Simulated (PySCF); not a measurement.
# C2H5B2F2N: the cost of one run

Programs: PySCF 2.14.0, with density-fitted response routines of our own. Each step states its level of theory. These are calculated values for one molecule in the gas phase, unless marked as measured. Atoms are numbered from 0 throughout.

## Step 1: The molecule as given

12 atoms, charge 0, multiplicity 1; geometry from: GFN2-xTB. The atoms were then displaced at random by about 0.01 Å, so the start is not that level's minimum.

Bonds of the start (Å): B0–N1 1.48, N1–C2 1.16, C2–C3 1.39, C3–B4 1.62, B4–F5 1.31, B4–F6 1.32, B0–H7 1.17, B0–H8 1.22, B0–H9 1.17, C3–H10 1.09, C3–H11 1.11.

## Step 2: Optimising the geometry at PBE0-D3(BJ)/def2-SVP

What the job is given:

```
{"job": {"xc": "PBE0", "basis": "def2-SVP", "d3": "d3bj", "grid": 1, "shake": 0.01, "kind": "geom"}, "charge": 0, "multiplicity": 1}
B      2.515280     0.628280     0.177550
N      1.141710     0.087860     0.224600
C      0.069840    -0.362790     0.251690
C     -1.201360    -0.918430     0.270810
B     -2.382740     0.126060    -0.088690
F     -3.480870    -0.232830    -0.697050
F     -2.314210     1.396380     0.245170
H      3.055310     0.304970     1.167130
H      2.346740     1.840050     0.132940
H      2.987240     0.194730    -0.800590
H     -1.277930    -1.768800    -0.410840
H     -1.419310    -1.323750     1.282960
```

Started as:

```bash
> OMP_NUM_THREADS=1 python probes_run.py task.json out
```

This one command runs all jobs of the session in turn.

**Question.** How long does this first job take on 1 thread of Arm Neoverse V1, shared host, and how much memory does it need?

About 83 s, with a peak of 0.5 GiB.
